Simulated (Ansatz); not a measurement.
# Cl3H2O2Ta: a ladder of functionals and wavefunction methods

The task here is to estimate one member of a computed series from the others.

Method: functionals in def2-TZVPP, the program's frozen cores in correlated methods; program: Ansatz 0.2.0, Gaussian basis.

Plan: LDA (SPW92), PBE-D4, revPBE-D4, BLYP-D4, r2SCAN-D4, B97M-V, PBE0-D4, B3LYP-D4, r2SCANh-D4, r2SCAN0-D4, HSE06-D4, BHLYP-D4, CAM-B3LYP-D4, LC-ωPBE, ωB97X-V, ωB97M-V, B2PLYP, PBE-QIDH; CCSD(T)/def2-SVP; CCSD(T)/def2-TZVPP; MP2/def2-QZVPP; extrapolation to the limit; RPA on PBE.

## The geometry

An earlier PBE0-D4 in a triple-zeta def2 set relaxation fixed the geometry. Ta takes the def2 core potential; no spin-orbit term is included.

SMILES `[OH][Ta]([OH])([Cl])([Cl])[Cl]`, 8 atoms, charge 0, spin multiplicity 1.

Atoms are counted from 1 here; the program's logs count them from 0.

Bond lengths: O1–Ta2 1.876 Å, O1–H7 0.962 Å, Ta2–O3 1.889 Å, Ta2–Cl4 2.294 Å, Ta2–Cl5 2.333 Å, Ta2–Cl6 2.329 Å, O3–H8 0.956 Å. Angles: Ta2–O1–H7 122.5°, O1–Ta2–O3 91.3°, O1–Ta2–Cl4 115.0°, O1–Ta2–Cl5 90.7°, O1–Ta2–Cl6 122.0°, O3–Ta2–Cl4 92.6°, O3–Ta2–Cl5 173.3°, O3–Ta2–Cl6 86.1°, Cl4–Ta2–Cl5 92.3°, Cl4–Ta2–Cl6 123.0°, Cl5–Ta2–Cl6 87.4°, Ta2–O3–H8 143.2°.

The first run:

Contents of in.yaml:

```yaml
crystal:
  periodic: [false, false, false]
  atoms:
    - {symbol: O, position_ang: [1.665854, -0.165689, -0.482790]}
    - {symbol: Ta, position_ang: [-0.166311, 0.206757, -0.334175]}
    - {symbol: O, position_ang: [-0.319889, -0.932045, 1.164562]}
    - {symbol: Cl, position_ang: [-1.531806, -1.119098, -1.614518]}
    - {symbol: Cl, position_ang: [-0.004934, 1.820541, -2.011690]}
    - {symbol: Cl, position_ang: [-0.974324, 1.887315, 1.060517]}
    - {symbol: H, position_ang: [2.124155, -0.755568, 0.122741]}
    - {symbol: H, position_ang: [-0.700545, -0.999313, 2.039452]}
basis:
  gaussian: {orbitals: def2-TZVPP}
hamiltonian: {xc: lda}
output: {orbitals: {seedname: orbitals}}
```

The run is started by

```console
$ ansatz run in.yaml --threads 4 --pin off --events-out ev --progress --plain --max-ram 11315MiB
```

Steps of the session up to this table: LDA; PBE-D4 (GGA); revPBE-D4 (GGA); BLYP-D4 (GGA); r2SCAN-D4 (meta-GGA); B97M-V (meta-GGA); B3LYP-D4 (hybrid); r2SCANh-D4 (hybrid); r2SCAN0-D4 (hybrid); HSE06-D4 (hybrid); BHLYP-D4 (hybrid); CAM-B3LYP-D4 (range-separated); LC-ωPBE (range-separated); ωB97X-V (range-separated); ωB97M-V (range-separated); B2PLYP (double hybrid); PBE-QIDH (double hybrid).

One of the session's tables, all rows but one given; the rest of the session is left out.

It belongs to the step «Orbital energies across the functionals». 

| functional | HOMO (eV) | LUMO (eV) | gap (eV) |
| --- | --- | --- | --- |
| LDA (SPW92) | -7.37 | -3.56 | 3.81 |
| PBE-D4 | -7.21 | -3.33 | 3.88 |
| revPBE-D4 | -7.15 | -3.24 | 3.90 |
| BLYP-D4 | -7.04 | -3.20 | 3.84 |
| r2SCAN-D4 | -7.58 | -3.26 | 4.31 |
| B97M-V | -7.66 | -3.21 | 4.45 |
| PBE0-D4 | -8.60 | -2.61 | 6.00 |
| B3LYP-D4 | -8.32 | -2.80 | 5.52 |
| r2SCANh-D4 | -8.09 | -2.98 | 5.10 |
| r2SCAN0-D4 | -8.85 | -2.55 | 6.30 |
| HSE06-D4 | -8.20 | -2.98 | 5.22 |
| BHLYP-D4 | -9.84 | -1.69 | 8.15 |
| CAM-B3LYP-D4 | -9.94 | -1.54 | 8.40 |
| LC-ωPBE | -11.35 | -0.44 | 10.92 |
| ωB97X-V | -10.98 | -0.50 | 10.48 |
| ωB97M-V | ? | ? | ? |

Q: Estimate the row for ωB97M-V from the others.

As computed: HOMO (eV): -10.81; LUMO (eV): -0.53; gap (eV): 10.28. In the column «HOMO (eV)» it lies between ωB97X-V (-10.98) and CAM-B3LYP-D4 (-9.94).
